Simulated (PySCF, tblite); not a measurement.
# C6H7NO: a rotation path, then NMR shifts on frames, part 2 of 2

tblite 0.8.0 and PySCF 2.14.0. Atoms count from 0. Earlier steps stand in the parts before.

## Step 5: Shielding tensors: image 4, PBE0/pcSseg-1

What the job is given:

```
{"job": {"kind": "nmr", "xc": "PBE0", "basis": "pcSseg-1", "pop": false}, "charge": 0, "multiplicity": 1}
O     -2.351400     1.312500     0.814100
C     -2.521600     0.236500     0.306000
N     -1.555700    -0.562800    -0.198100
C     -0.189300    -0.200700    -0.224900
C      0.459900     0.487100    -1.177400
C      1.846800     0.625600    -0.792400
C      2.041200     0.035700     0.394800
C      0.756300    -0.537700     0.889700
H     -3.522500    -0.228700     0.204000
H     -1.810800    -1.453000    -0.600200
H      0.038800     0.877900    -2.085300
H      2.582700     1.129500    -1.393200
H      2.961400    -0.035600     0.944000
H      0.436300    -0.067100     1.822300
H      0.823300    -1.611400     1.074700
```

Level: GIAO PBE0/pcSseg-1 NMR shielding, non-relativistic, gas phase.

Output:

```text
coarse grid: 13008 points
cycle   1  E = -362.1191870107  dE =  1.589e+00  |g| = 8.692e-01  |ddm| = 3.654e+00
cycle   2  E = -361.4990616141  dE =  6.201e-01  |g| = 1.939e+00  |ddm| = 2.545e+00
cycle   3  E = -362.2709789491  dE = -7.719e-01  |g| = 1.872e-01  |ddm| = 1.989e+00
cycle   4  E = -362.2775003132  dE = -6.521e-03  |g| = 9.281e-02  |ddm| = 2.249e-01
cycle   5  E = -362.2793196767  dE = -1.819e-03  |g| = 1.743e-02  |ddm| = 8.058e-02
cycle   6  E = -362.2793732795  dE = -5.360e-05  |g| = 7.600e-03  |ddm| = 1.576e-02
cycle   7  E = -362.2793853766  dE = -1.210e-05  |g| = 2.178e-03  |ddm| = 7.200e-03
cycle   8  E = -362.2793863533  dE = -9.767e-07  |g| = 8.379e-04  |ddm| = 2.431e-03
final grid: 127056 points
cycle   9  E = -362.3350637164  dE = -1.964e-05  |g| = 1.208e-02  |ddm| = 3.585e-02
cycle  10  E = -362.3349912869  dE =  7.243e-05  |g| = 2.285e-02  |ddm| = 2.502e-02
cycle  11  E = -362.3350927187  dE = -1.014e-04  |g| = 2.679e-03  |ddm| = 1.708e-02
cycle  12  E = -362.3350943665  dE = -1.648e-06  |g| = 2.265e-04  |ddm| = 2.507e-03
cycle  13  E = -362.3350943719  dE = -5.441e-09  |g| = 1.697e-04  |ddm| = 3.564e-04
cycle  14  E = -362.3350943785  dE = -6.614e-09  |g| = 4.447e-05  |ddm| = 1.785e-04
cycle  15  E = -362.3350943790  dE = -4.452e-10  |g| = 1.262e-05  |ddm| = 4.459e-05
converged SCF energy = -362.3350943790

GIAO shielding tensors (ppm)
atom      isotropic    diamagn.    paramagn.     s11        s22        s33       span
  0 O      -96.879     402.208    -499.087   -418.486   -209.225    337.073    755.559
  1 C       25.509     242.688    -217.179    -72.374     58.133     90.768    163.142
  2 N      128.136     331.677    -203.540     34.237    133.449    216.723    182.486
  3 C       35.588     255.518    -219.930    -65.464     60.320    111.907    177.372
  4 C       45.296     250.177    -204.880    -55.950     49.605    142.234    198.183
  5 C       47.707     254.644    -206.937    -56.171     51.227    148.064    204.236
  6 C       44.679     256.000    -211.321    -61.587     42.279    153.345    214.932
  7 C      138.978     247.651    -108.672    126.847    135.141    154.947     28.100
  8 H       23.523      25.156      -1.633     20.374     22.802     27.393      7.020
  9 H       26.283      33.879      -7.596     22.321     25.749     30.780      8.459
 10 H       24.978      32.324      -7.346     22.425     23.913     28.596      6.171
 11 H       24.890      30.541      -5.651     23.714     23.902     27.055      3.341
 12 H       25.017      30.605      -5.587     23.918     25.246     25.888      1.971
 13 H       28.301      29.599      -1.298     23.755     27.596     33.551      9.796
 14 H       28.845      29.475      -0.631     24.259     27.823     34.452     10.193
```

Run time: 54 s. Hardware: 1 thread, shared host.

Key values: δ C1 161.4, C3 151.3, C6 142.2, C4 141.6, H8 8.19, H11 6.83 ppm.

## Step 6: Shielding tensors: image 6, PBE0/pcSseg-1

What the job is given:

```
{"job": {"kind": "nmr", "xc": "PBE0", "basis": "pcSseg-1", "pop": false}, "charge": 0, "multiplicity": 1}
O     -2.474500     1.500500    -0.182800
C     -2.566700     0.312900    -0.028100
N     -1.536700    -0.568200     0.025900
C     -0.192100    -0.206800    -0.102100
C      0.363400     0.640800    -0.985900
C      1.781700     0.723100    -0.720000
C      2.091100    -0.051400     0.328400
C      0.854800    -0.711700     0.847500
H     -3.539200    -0.201600     0.098600
H     -1.731400    -1.528100     0.272600
H     -0.144400     1.173200    -1.766700
H      2.461600     1.318500    -1.302900
H      3.059700    -0.209800     0.763800
H      0.625400    -0.384400     1.864800
H      0.942800    -1.799300     0.864900
```

Level: GIAO PBE0/pcSseg-1 NMR shielding, non-relativistic, gas phase.

Output:

```text
coarse grid: 13008 points
cycle   1  E = -362.1172894591  dE =  1.604e+00  |g| = 8.784e-01  |ddm| = 3.657e+00
cycle   2  E = -361.4656829256  dE =  6.516e-01  |g| = 1.978e+00  |ddm| = 2.588e+00
cycle   3  E = -362.2743497441  dE = -8.087e-01  |g| = 1.873e-01  |ddm| = 2.022e+00
cycle   4  E = -362.2808929408  dE = -6.543e-03  |g| = 9.410e-02  |ddm| = 2.303e-01
cycle   5  E = -362.2828059012  dE = -1.913e-03  |g| = 1.558e-02  |ddm| = 8.053e-02
cycle   6  E = -362.2828526142  dE = -4.671e-05  |g| = 6.129e-03  |ddm| = 1.385e-02
cycle   7  E = -362.2828603342  dE = -7.720e-06  |g| = 1.431e-03  |ddm| = 5.260e-03
final grid: 127056 points
cycle   8  E = -362.3384743736  dE = -1.893e-05  |g| = 1.295e-02  |ddm| = 3.419e-02
cycle   9  E = -362.3383959540  dE =  7.842e-05  |g| = 2.420e-02  |ddm| = 2.576e-02
cycle  10  E = -362.3385072120  dE = -1.113e-04  |g| = 2.771e-03  |ddm| = 1.740e-02
cycle  11  E = -362.3385089659  dE = -1.754e-06  |g| = 3.688e-04  |ddm| = 2.630e-03
cycle  12  E = -362.3385089877  dE = -2.184e-08  |g| = 2.211e-04  |ddm| = 5.095e-04
cycle  13  E = -362.3385089995  dE = -1.173e-08  |g| = 4.604e-05  |ddm| = 2.240e-04
cycle  14  E = -362.3385089999  dE = -4.637e-10  |g| = 1.450e-05  |ddm| = 5.078e-05
converged SCF energy = -362.3385089999

GIAO shielding tensors (ppm)
atom      isotropic    diamagn.    paramagn.     s11        s22        s33       span
  0 O     -102.325     401.843    -504.168   -437.115   -218.442    348.583    785.697
  1 C       27.939     242.607    -214.669    -72.929     65.043     91.702    164.630
  2 N      113.813     331.947    -218.134      0.127    141.714    199.598    199.471
  3 C       41.069     256.019    -214.950    -54.723     54.349    123.581    178.304
  4 C       53.573     250.714    -197.141    -40.076     51.738    149.058    189.134
  5 C       45.816     253.925    -208.109    -58.440     49.744    146.144    204.584
  6 C       53.972     255.352    -201.380    -51.359     59.562    153.713    205.072
  7 C      141.186     249.014    -107.828    131.501    133.443    158.614     27.113
  8 H       23.499      25.061      -1.562     19.702     23.497     27.298      7.596
  9 H       25.759      34.440      -8.680     21.253     27.038     28.987      7.735
 10 H       24.957      32.473      -7.516     22.738     23.370     28.765      6.027
 11 H       24.878      30.550      -5.672     23.676     23.786     27.172      3.496
 12 H       25.435      30.701      -5.266     23.916     25.938     26.452      2.535
 13 H       28.787      29.984      -1.197     24.395     27.504     34.463     10.068
 14 H       28.775      29.732      -0.957     24.183     27.927     34.215     10.031
```

Run time: 53 s. Hardware: 1 thread, shared host.

Key values: δ C1 159.0, C3 145.9, C5 141.1, C4 133.4, H8 8.22, H11 6.84 ppm.

## Step 7: Nuclear shieldings: image 8, PBE0/pcSseg-1

What the job is given:

```
{"job": {"kind": "nmr", "xc": "PBE0", "basis": "pcSseg-1", "pop": false}, "charge": 0, "multiplicity": 1}
O     -2.571700     1.069100    -1.116800
C     -2.603200     0.190400    -0.296300
N     -1.532400    -0.392700     0.299400
C     -0.199900    -0.076800     0.063100
C      0.332300     0.836700    -0.771600
C      1.771300     0.778800    -0.654100
C      2.122400    -0.155800     0.239300
C      0.892100    -0.801700     0.793300
H     -3.549600    -0.251100     0.072500
H     -1.698300    -1.123000     0.977100
H     -0.206500     1.499500    -1.419600
H      2.435200     1.408700    -1.218200
H      3.114000    -0.433800     0.543600
H      0.816500    -0.665500     1.874200
H      0.873400    -1.875000     0.592100
```

Method: GIAO PBE0/pcSseg-1 NMR shielding, non-relativistic, gas phase.

Output:

```text
coarse grid: 13008 points
cycle   1  E = -362.1215382046  dE =  1.611e+00  |g| = 8.773e-01  |ddm| = 3.678e+00
cycle   2  E = -361.4757579504  dE =  6.458e-01  |g| = 1.969e+00  |ddm| = 2.640e+00
cycle   3  E = -362.2795285782  dE = -8.038e-01  |g| = 1.883e-01  |ddm| = 2.065e+00
cycle   4  E = -362.2861606218  dE = -6.632e-03  |g| = 9.496e-02  |ddm| = 2.380e-01
cycle   5  E = -362.2881464494  dE = -1.986e-03  |g| = 1.656e-02  |ddm| = 8.374e-02
cycle   6  E = -362.2882048607  dE = -5.841e-05  |g| = 6.828e-03  |ddm| = 1.940e-02
cycle   7  E = -362.2882146463  dE = -9.786e-06  |g| = 2.323e-03  |ddm| = 7.151e-03
final grid: 127056 points
cycle   8  E = -362.3438161492  dE = -1.457e-05  |g| = 1.368e-02  |ddm| = 3.700e-02
cycle   9  E = -362.3437139516  dE =  1.022e-04  |g| = 2.657e-02  |ddm| = 2.976e-02
cycle  10  E = -362.3438541788  dE = -1.402e-04  |g| = 2.717e-03  |ddm| = 2.032e-02
cycle  11  E = -362.3438558789  dE = -1.700e-06  |g| = 2.360e-04  |ddm| = 2.473e-03
cycle  12  E = -362.3438558886  dE = -9.719e-09  |g| = 1.396e-04  |ddm| = 3.551e-04
cycle  13  E = -362.3438558931  dE = -4.427e-09  |g| = 4.273e-05  |ddm| = 1.615e-04
cycle  14  E = -362.3438558935  dE = -4.059e-10  |g| = 1.749e-05  |ddm| = 5.029e-05
converged SCF energy = -362.3438558935

GIAO shielding tensors (ppm)
atom      isotropic    diamagn.    paramagn.     s11        s22        s33       span
  0 O     -122.225     402.224    -524.449   -472.733   -229.878    335.938    808.671
  1 C       29.147     242.214    -213.067    -69.196     65.551     91.087    160.283
  2 N      104.949     332.035    -227.086    -24.967    153.322    186.492    211.460
  3 C       39.863     255.654    -215.791    -54.221     49.333    124.477    178.698
  4 C       63.599     251.135    -187.536    -16.042     57.713    149.126    165.168
  5 C       43.861     253.673    -209.812    -60.550     48.228    143.904    204.454
  6 C       59.730     254.713    -194.984    -46.313     71.861    153.641    199.954
  7 C      143.267     250.073    -106.806    129.712    139.341    160.749     31.038
  8 H       23.405      24.815      -1.410     18.810     23.790     27.613      8.803
  9 H       25.319      34.845      -9.526     20.559     27.190     28.207      7.648
 10 H       24.311      32.906      -8.596     20.364     24.741     27.826      7.462
 11 H       24.931      30.664      -5.733     23.707     23.839     27.248      3.541
 12 H       25.652      30.702      -5.050     24.054     25.907     26.996      2.942
 13 H       28.808      29.935      -1.128     24.213     27.798     34.412     10.199
 14 H       28.807      29.938      -1.130     24.210     27.805     34.407     10.198
```

Run time: 59 s. Hardware: 1 thread, shared host.

Key values: δ C1 157.8, C3 147.1, C5 143.1, C6 127.2, H8 8.31, H10 7.41 ppm.

## Step 8: Comparing the runs: NMR shifts

Shifts (ppm) of some atoms, chosen among heavy atoms and hydrogens apart, with basis size and wall time:

```
  frame     C3     C6     C4   H10   H13     O0     N2  functions  time
image 0  152.1  132.7  115.0  5.90  3.94  444.4  165.9        171  78 s
image 2  152.0  137.9  125.6  6.12  4.58  430.3  153.4        171  54 s
image 4  151.3  142.2  141.6  6.74  3.42  433.0  139.6        171  54 s
image 6  145.9  133.0  133.4  6.76  2.93  438.4  153.9        171  53 s
image 8  147.1  127.2  123.3  7.41  2.91  458.3  162.8        171  59 s
```

## Step 9: Results

What follows sums up all 2 parts.

```
                                       quantity                                         value
                                        barrier            0.301 eV (7.0 kcal/mol) at image 4
                          end to end (GFN2-xTB)                                      0.079 eV
13C shifts against TMS (PBE0/pcSseg-1, image 0)   157.7, 152.1, 137.3, 132.7, 115.0, 46.6 ppm
 1H shifts against TMS (PBE0/pcSseg-1, image 0)  8.28, 6.67, 6.65, 6.34, 5.90, 3.95, 3.94 ppm
17O shifts against H2O (PBE0/pcSseg-1, image 0)                                     444.4 ppm
15N shifts against NH3 (PBE0/pcSseg-1, image 0)                                     165.9 ppm
          surface potential, 1st and 99th percentile                            -1.76 V and 2.33 V
                       range of the shift of O0                            430.3 to 458.3 ppm
```

Along the band the dihedral turns by 180°, and the top (dihedral 91°) lies 7.0 kcal/mol above the start (GFN2-xTB, rough), so at room temperature this motion is fast. The top was not checked by a frequency run. Shifts at one fixed geometry are not the observed spectrum, which averages over the motion. In the first frame run (image 0): The widest tensor belongs to O0: span 795 ppm, with a paramagnetic part of -511 ppm. By nearest atom (PBE0/pcSseg-1), the HOMO sits on C6 24 %; C3, C4 about 18 % each and the LUMO on C3, C6 about 17 % each; C1, C4 about 12 % each. In ppm, O0 moves most: its shift spreads over 28.0 ppm, from 430.3 (image 2) to 458.3 (image 8).
